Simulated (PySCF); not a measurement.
# M06-2X/STO-6G run of GaF (SMILES [F][Ga])

Aim: the vertical ionisation energy of GaF at M06-2X/STO-6G, from 2 runs. 

The calculation is run with PySCF 2.14.0.

24 further runs of the same task are left out: 12 that didn't finish, 12 set aside as unsound or not needed.

## 1. The system as given

GaF: 2 atoms, total charge 0, spin state singlet. As SMILES, `[F][Ga]`. The coordinates come from a PBE0-D4/def2-TZVP relaxation.

Bond lengths: F1–Ga2 1.787 Å.

## 2. A single-point energy at M06-2X/STO-6G

File calc.py:

```python
# FGa
from pyscf import gto, dft

mol = gto.Mole()
mol.atom = '''
F    0.000000   0.000000   0.006300
Ga   0.000000   0.000000   1.792850
'''
mol.spin = 0
mol.verbose = 3
mol.charge = 0
mol.max_memory = 1860
mol.basis = 'sto-6g'
mol.build()

myscf = dft.RKS(mol, xc='m06-2x')
myscf.grids.level = 5
myscf.conv_tol = 1e-10
myscf.kernel()
if not myscf.converged:
    myscf = myscf.newton().run(myscf.mo_coeff, myscf.mo_occ)

e_final = myscf.e_tot
print(f'total energy: {e_final:.8f} hartree')
```

Launch:

```console
$ OMP_NUM_THREADS=1 python calc.py
```

Output:

```text
converged SCF energy = -2013.15059798291
total energy: -2013.15059798 hartree
```

It took 2.3 s on 1 thread of AMD EPYC 9R45 (Zen 5), shared host; peak memory 0.2 GiB.

## 3. The doublet cation, same level

File input.py:

```python
from pyscf import gto, dft

mol = gto.Mole()
mol.atom = [
    ('F', (0.000000, -0.000000, 0.006300)),
    ('Ga', (-0.000000, 0.000000, 1.792850)),
]
mol.verbose = 3
mol.charge = 1
mol.basis = 'sto-6g'
mol.max_memory = 1860
mol.spin = 1
mol.build()

ks = dft.UKS(mol, xc='m06-2x')
ks.conv_tol = 1e-10
ks.grids.level = 5
ks.kernel()
if not ks.converged:
    ks = ks.newton().run(ks.mo_coeff, ks.mo_occ)

energy = ks.e_tot
print(f'total energy: {energy:.8f} hartree')
```

Launch:

```console
$ OMP_NUM_THREADS=1 python input.py
```

Output:

```text
WARN: HOMO -0.565151016163266 >= LUMO -0.565151016163267

converged SCF energy = -2012.98523680776  <S^2> = 0.75107028  2S+1 = 2.00107
total energy: -2012.98523681 hartree
```

It took 3.3 s on 1 thread of AMD EPYC 9R45 (Zen 5), shared host; peak memory 0.21 GiB.

## 4. What came out

Level: M06-2X/STO-6G.

```
                                          quantity           value
                         singlet GaF: total energy  -2013.15060 Eh
                        singlet GaF: dipole moment          0.57 D
                          singlet GaF: HOMO energy        -4.21 eV
                          singlet GaF: LUMO energy         2.02 eV
                        singlet GaF: HOMO–LUMO gap         6.24 eV
                      doublet cation: total energy  -2012.98524 Eh
doublet cation: HOMO energy (highest over α and β)       -16.45 eV
 doublet cation: LUMO energy (lowest over α and β)        -8.78 eV
                              doublet cation: ⟨S²⟩           0.751
vertical ionisation energy (to the doublet cation)        4.500 eV
```

The vertical ionisation energy comes to 4.50 eV (434 kJ/mol). The negative HOMO energy of the first species, 4.21 eV, lies 0.29 eV below that difference. In a minimal basis such a difference can be off by several eV, whatever the method.
